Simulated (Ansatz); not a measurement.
**C4H8O3: a ladder of functionals and wavefunction methods**

How much do the methods differ for C4H8O3? The plan is to run it at one geometry with functionals of several rungs and with coupled cluster. The yardstick is the atomisation energy at the CCSD(T) limit.

Computed with Ansatz 0.2.0, Gaussian basis. Level: functionals in def2-TZVPP, the program's frozen cores in correlated methods.

Levels to be run: PBE-D4, r2SCAN-D4, PBE0-D4, B3LYP-D4, ωB97X-V, ωB97M-V, B2PLYP; CCSD(T)/def2-TZVPP; MP2/def2-QZVPP; extrapolation to the limit.

## 1. Structure used throughout

An earlier PBE0-D4 in a triple-zeta def2 set relaxation fixed the geometry.

SMILES `COCCOC=O`, 15 atoms, charge 0, spin multiplicity 1.

Atoms are counted from 1 here; the program's logs count them from 0.

Bond lengths: C1–O2 1.406 Å, C1–H8 1.095 Å, C1–H9 1.090 Å, C1–H10 1.099 Å, O2–C3 1.401 Å, C3–C4 1.513 Å, C3–H11 1.094 Å, C3–H12 1.099 Å, C4–O5 1.437 Å, C4–H13 1.092 Å, C4–H14 1.090 Å, O5–C6 1.331 Å, C6–O7 1.196 Å, C6–H15 1.100 Å. Angles: O2–C1–H8 112.4°, O2–C1–H9 107.0°, O2–C1–H10 111.1°, H8–C1–H9 109.0°, H8–C1–H10 108.6°, H9–C1–H10 108.7°, C1–O2–C3 114.9°, O2–C3–C4 114.6°, O2–C3–H11 106.2°, O2–C3–H12 111.1°, C4–C3–H11 107.2°, C4–C3–H12 109.8°, H11–C3–H12 107.6°, C3–C4–O5 113.0°, C3–C4–H13 109.6°, C3–C4–H14 110.1°, O5–C4–H13 109.0°, O5–C4–H14 105.1° and more.

## 2. PBE-D4 (GGA)

in.yaml

```yaml
crystal:
  periodic: [false, false, false]
  atoms:
    - {symbol: C, position_ang: [-1.172854, 1.137449, -1.224664]}
    - {symbol: O, position_ang: [-1.335823, -0.257411, -1.158663]}
    - {symbol: C, position_ang: [-0.225282, -0.958609, -0.670713]}
    - {symbol: C, position_ang: [-0.097192, -0.965750, 0.837304]}
    - {symbol: O, position_ang: [0.344897, 0.293414, 1.369616]}
    - {symbol: C, position_ang: [1.660699, 0.488288, 1.408594]}
    - {symbol: O, position_ang: [2.500710, -0.280462, 1.041245]}
    - {symbol: H, position_ang: [-1.164680, 1.603128, -0.233619]}
    - {symbol: H, position_ang: [-2.015719, 1.530175, -1.794137]}
    - {symbol: H, position_ang: [-0.241680, 1.403095, -1.743768]}
    - {symbol: H, position_ang: [-0.357022, -1.997295, -0.988601]}
    - {symbol: H, position_ang: [0.706043, -0.588317, -1.121059]}
    - {symbol: H, position_ang: [0.603667, -1.745526, 1.142115]}
    - {symbol: H, position_ang: [-1.071161, -1.140446, 1.294761]}
    - {symbol: H, position_ang: [1.865376, 1.478267, 1.841609]}
basis:
  gaussian: {orbitals: def2-TZVPP}
hamiltonian: {xc: pbe, dispersion: d4}
output: {forces: true, orbitals: {seedname: orbitals}}
```

The run is started by

```bash
$ ansatz run in.yaml --threads 2 --pin off --events-out ev --progress --plain --max-ram 32768MiB --backend cuda --devices 0, --max-vram 18GiB
```

Further steps of the session: r2SCAN-D4 (meta-GGA); PBE0-D4 (hybrid); B3LYP-D4 (hybrid); ωB97X-V (range-separated); ωB97M-V (range-separated); B2PLYP (double hybrid); CCSD(T) in def2-TZVPP; MP2 in def2-QZVPP.

Q: Predict the results of all the runs planned. Wanted: atomisation energy, CCSD(T)/CBS; farthest; mean size of error, hybrid; mean size of error, range-separated; gap, smallest and largest; T1 diagnostic; triples share of the correlation energy.

The runs gave:

| quantity | value |
| --- | --- |
| atomisation energy, CCSD(T)/CBS | 63.435 eV |
| functionals within 0.317 eV (0.5 %) | r2SCAN-D4, B3LYP-D4, ωB97X-V, ωB97M-V |
| farthest | PBE-D4 (+2.063 eV) |
| mean size of error, hybrid | 0.179 eV |
| mean size of error, range-separated | 0.209 eV |
| gap, smallest and largest | 4.77 eV (PBE-D4), 12.32 eV (ωB97X-V) |
| T1 diagnostic | 0.0138 |
| triples share of the correlation energy | 3.9 % |

What this shows: PBE-D4 misses by +2.063 eV. Double hybrids carry the basis error of their MP2 part in triple zeta, and no dispersion term here, so their miss is partly the set-up's. The reference freezes the cores and leaves out relativity and excitations past (T), so misses under about 0.317 eV can't be ranked. Hartree-Fock recovers 71 % of the binding; the rest is correlation. Orbital gaps span 4.8 to 12.3 eV; exact exchange widens them.
